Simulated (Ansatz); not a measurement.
# RuRh (P-6m2): spin response to a magnetic field in Python

The task is the spin response to a magnetic field, for RuRh (P-6m2).

All numbers are computed with Ansatz 0.2.0, driven from Python. Level of theory: DFT PBEsol, plane waves, PAW.

### Step 1. The structure

The structure is hexagonal, space group P-6m2 (No. 187). The conventional cell has a = 2.709 Å, b = 2.709 Å, c = 4.298 Å, α = 90.00°, β = 90.00°, γ = 120.00°. Ru (site symmetry -6m2) has 6 Rh at 2.66 Å and 6 Ru at 2.71 Å as nearest neighbours. Rh (site symmetry -6m2) has 6 Ru at 2.66 Å and 6 Rh at 2.71 Å as nearest neighbours.

No structure file is read: the coordinates are typed or built in the script.

### Step 2. Script

rurh_zeeman.py reads:

```python
"""Response of the spins of RuRh to a Zeeman field."""

import warnings

import ansatz as az
import numpy as np
from tabulate import tabulate

SETTINGS = {
    "cutoff_ev": 450,
    "mesh": (9, 9, 5),
    "sigma": 0.1,
}

warnings.simplefilter("ignore", az.DeckWarning)

lattice = az.Lattice.of(
    (2.709415, 0.0, 0.0),
    (-1.354708, 2.346422, 0.0),
    (0.0, 0.0, 4.298368),
)
sites = [
    ("Ru", (0.0, 0.0, 0.5)),
    ("Rh", (2 / 3, 1 / 3, 0.0)),
]
xtal = az.Crystal(lattice=lattice)
for symbol, position in sites:
    xtal = xtal.atom(symbol, position)

base = (
    xtal.calculation()
    .functional(az.Functional.PBESOL)
    .basis(SETTINGS["cutoff_ev"])  # plane waves up to this kinetic energy
    .kpoints(mesh=SETTINGS["mesh"])
    .occupations(az.OccupationsMethod.FERMI_DIRAC, width=SETTINGS["sigma"])
    .spin("collinear")  # spin-polarised run
)
# the field acts on the spins alone; such large fields lift the response over the noise
rows = []
for tesla in [0, 250, 500]:
    report = (base.magnetic_field(tesla) if tesla else base).run(threads=1).report
    rows.append((tesla, report["magnetization_mub"], report["free_energy_ev"], report["components"].get("e_zeeman", 0.0)))
print(tabulate(rows, headers=["B (T)", "moment muB", "F eV", "Zeeman term eV"], floatfmt=".4f", tablefmt="simple"))
slope = np.polyfit([row[0] for row in rows], [row[1] for row in rows], 1)[0]
print(f"dM/dB = {1000 * slope:.4f} muB per 1000 T per cell")
```

### Step 3. What the engine is handed

The package turns the script's settings into the engine's input (first run):

```yaml
crystal:
  lattice:
    - [2.709415, 0.0, 0.0]
    - [-1.354708, 2.346422, 0.0]
    - [0.0, 0.0, 4.298368]
  atoms:
    - { symbol: Ru, position: [0.0, 0.0, 0.5] }
    - { symbol: Rh, position: [0.6666666666666666, 0.3333333333333333, 0.0] }
basis:
  ecutwfc: 450.0
kpoints:
  mp_grid:
    grid: [9, 9, 5]
hamiltonian:
  xc: pbesol
magnetization:
  spin_polarized: true
scf:
  occupations:
    method: fermi_dirac
    width: 0.1
```

### Step 4. Launch

Run with:

```
python rurh_zeeman.py
```

The log of the run:

```text
RunWarning: this spin-polarised run has no starting moment large enough to seed its density, so its SCF can try parallel moments of its own, which can die out, and starts no order whose moments cancel. Behind that start scf.lower_state_search: light tries no other order and makes no probe for moments, and off searches nothing, so another order or size of moments can lie lower. To look for one, give starting moments (crystal.atoms[].spin, magnetization.per_species, magnetization.initial_magnetization; a zero starts none), or type standard, which sets out from equal channels.
  B (T)    moment muB         F eV    Zeeman term eV
-------  ------------  -----------  ----------------
      0        0.0000  -12155.2160            0.0000
    250        0.0736  -12155.2165           -0.0011
    500        0.1455  -12155.2181           -0.0042
dM/dB = 0.2910 muB per 1000 T per cell
```

(Warnings from the package without file and line.)

It took 13 s on 1 thread of Intel Xeon 6975P-C (Granite Rapids), shared host; peak memory 0.44 GiB.

### Step 5. Inputs of later runs

The engine's inputs for the other runs:

Run 2, against run 1:

```diff
@@ -17,0 +18 @@
+  magnetic_field: 250.0
```

Run 3, against run 1:

```diff
@@ -17,0 +18 @@
+  magnetic_field: 500.0
```

Lines on the test bed's own set-up are left out of the output.

### Step 6. What each run gave

One row for each of the 3 runs:

```
run  field (T)  energy from run 3 (meV/atom)  moment (μB/cell)  SCF cycles  CPU time (s)
  1        0.0                          1.06              0.00          16           2.9
  2      250.0                          0.79              0.07          21           4.4
  3      500.0                          0.00              0.15          21           4.7
```

Energies are free energies F = E - TS of the smeared occupations. 

### Step 7. What came out

| quantity | value |
| --- | --- |
| dM/dB | 0.2910 μB per 1000 T per cell |
| runs compared | 3 |
| range of energy | 1.06 meV/atom |

In words: All 3 runs converged, in 16 to 21 cycles. Notes:
- For a metal this k-point mesh is coarse: on a finer one energies can move by several to tens of meV an atom and pressures by half a GPa or more, differences at one mesh by less.
- This cell is a computed structure, which may not be the phase found in nature.
- Orbital magnetism is left out. The response of a metal hangs strongly on mesh and smearing, and a straight-line fit holds only where the moment is linear in the field.
